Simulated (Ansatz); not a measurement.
Al₂BFH₄O, SMILES F[B]([AlH2])[O][AlH2], a ladder of methods at one geometry

Program: Ansatz's Python interface.

Script `methods_al2bfh4o.py`:
```python
'''One geometry of Al2BFH4O, method by method.'''

from pathlib import Path
import argparse

import ansatz as az
import numpy as np

parser = argparse.ArgumentParser(description='One geometry of Al2BFH4O, method by method.')
parser.add_argument('--basis', required=True, help='Gaussian basis set')
args = parser.parse_args()

GEOMETRY = '''
F    -1.59450   -0.94780    1.25830
B    -0.60880   -0.02930    0.75170
Al    1.28060   -0.19390    1.50700
O    -0.87210    1.08170   -0.15590
Al   -0.80530    0.37610   -1.87110
H     2.45140    0.83430    1.04370
H     1.67910   -1.34250    2.58040
H    -2.03520   -0.28640   -2.54860
H     0.59340    0.46160   -2.58260
'''

al2bfh4o = az.Crystal.molecule()
for line in GEOMETRY.strip().splitlines():
    symbol, *xyz = line.split()
    al2bfh4o = al2bfh4o.atom(symbol, [float(v) for v in xyz])

base = al2bfh4o.calculation().basis(gaussian=args.basis)

print('functional    E (Ha)        dipole (D)   HOMO (eV)  LUMO (eV)')
for name in ['blyp', 'hse06', 'lda', 'pbe']:
    rep = base.functional(name).forces().orbitals().run(runs_dir='runs').report
    lines = Path(rep['orbitals_path']).read_text().splitlines()
    field_of = lambda key: [line.split('=')[1].strip() for line in lines if line.startswith(key)]
    orbitals = [(27.211386 * float(e), s, float(n)) for e, s, n in zip(field_of('Ene='), field_of('Spin='), field_of('Occup='))]
    homo = max(e for e, _, n in orbitals if n > 0.5)
    lumo = min(e for e, _, n in orbitals if n < 0.5)
    dipole = 4.803205 * np.linalg.norm(rep['charge_distribution']['dipole_moment_e_ang'])
    print(f'{name:10s} {rep["free_energy_ev"] / 27.211386246:14.6f} {dipole:9.3f} {homo:11.3f} {lumo:10.3f}')
```

```console
$ python methods_al2bfh4o.py --basis def2-SVP
functional    E (Ha)        dipole (D)   HOMO (eV)  LUMO (eV)
blyp          -686.909850     2.003      -6.046     -3.472
hse06         -686.470924     2.085      -7.114     -3.256
lda           -683.341027     2.047      -6.293     -3.903
pbe           -686.441268     2.032      -6.183     -3.649
```

What to keep in mind:
- Total energies depend on the basis set; only differences at equal settings carry meaning.
- The geometry is a force-field or estimated start, not a minimum of this method, and the basis set is short of its limit. A lower total doesn't mark the better method: functionals have no common bound, and MP2 and coupled cluster aren't variational.
- Levels such as HOMO and LUMO are orbital energies: with these approximate functionals they aren't the ionisation energy and electron affinity, and their gap isn't the fundamental gap.
- hse06 follows the composition of plane-wave codes, whose totals differ by tens of mHa, up to about 0.1 Ha, from the form usual in Gaussian-basis programs (wpbeh).
- It ran for 10 s on 1 thread of Arm Neoverse V2, on a shared host, peak memory 0.27 GiB.
